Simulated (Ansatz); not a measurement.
**CoW3: magnetic order and moments**

The task here is to estimate one member of a computed series from the others.

Program: Ansatz 0.2.0. Level of theory: DFT PBE, scalar-relativistic, plane waves, PAW. These are calculated values, not measurements.

### Starting point

It takes space group Fm-3m (No. 225, cubic). Conventional cell: a = 6.154 Å, b = 6.154 Å, c = 6.154 Å, α = 90.00°, β = 90.00°, γ = 90.00°. W (site symmetry -43m) has 4 W at 2.66 Å and 4 Co at 2.66 Å as nearest neighbours. W (site symmetry m-3m) has 8 W at 2.66 Å as nearest neighbours. Co (site symmetry m-3m) has 8 W at 2.66 Å as nearest neighbours.

Coordinates:

```
W Co
1.0
     0.00000    3.07676    3.07676
     3.07676    0.00000    3.07676
     3.07676    3.07676    0.00000
W Co
3 1
Cartesian
  1.5384 1.5384 1.5384
  4.6151 4.6151 4.6151
  3.0768 3.0768 3.0768
  0.0000 0.0000 0.0000
```

The structure is invented: a known structure type filled with these elements, not a reported compound.

Set-up of the first run:

(A quick probe on a coarse mesh, which set the mesh and smearing, is not shown.)

Contents of input.yaml:

```yaml
crystal:
  lattice:
    - [0.0, 3.0767554381, 3.0767554381]
    - [3.0767554381, 0.0, 3.0767554381]
    - [3.0767554381, 3.0767554381, 0.0]
  atoms:
    - { symbol: W, position: [0.25, 0.25, 0.25], spin: 0.18 }
    - { symbol: W, position: [0.75, 0.75, 0.75], spin: 0.18 }
    - { symbol: W, position: [0.5, 0.5, 0.5] }
    - { symbol: Co, position: [0.0, 0.0, 0.0], spin: 1.43 }
basis:
  ecutwfc: 420
kpoints:
  mp_grid: { grid: [6, 6, 6] }
hamiltonian:
  xc: pbe
scf:
  occupations: { method: gaussian, width: 0.1 }
output:
  forces: true
  stress: true
  eigenvalues: true
  populations: true
magnetization:
  spin_polarized: true
relax:
  adjacent_minimum: "off"
  f_tol: 0.05
  max_steps: 80
  cell: { stress_tol: 0.5 }
```

Started as:

```bash
$ ansatz run input.yaml --threads 1 --pin off --max-ram 2560MiB --backend cpu --events-out ev --progress --plain --runs-dir out
```

Among the steps run: A loose first relaxation; Relaxing cell and atoms; Magnetic start: no spin polarisation; Start: ferromagnetic; Start: large parallel starting moments; Start: antiferromagnetic, doubled cell, propagation vector (0, 0, 1/2); Start: antiferromagnetic, doubled cell, propagation vector (0, 1/2, 1/2); Start: small parallel starting moments.

One table of the session follows, with a row left open; its other results are not shown here.

It belongs to the step «The magnetic starts in order of energy». 

| start | energy above the lowest (meV/atom) | pressure (GPa) |
| --- | --- | --- |
| ferromagnetic | 0.00 | 0.0 |
| large parallel starting moments | 0.00 | 0.0 |
| small parallel starting moments | 0.00 | 0.0 |
| antiferromagnetic, doubled cell, propagation vector (0, 0, 1/2) | ? | ? |
| antiferromagnetic, doubled cell, propagation vector (0, 1/2, 1/2) | 3.00 | 0.0 |
| no spin | 30.0 | -1.9 |

Q: Estimate the row for antiferromagnetic, doubled cell, propagation vector (0, 0, 1/2) from the others.

**Answer.** energy above the lowest (meV/atom): 1.34; pressure (GPa): 0.2. In the column «energy above the lowest (meV/atom)» it lies between small parallel starting moments (0.00) and antiferromagnetic, doubled cell, propagation vector (0, 1/2, 1/2) (3.00).
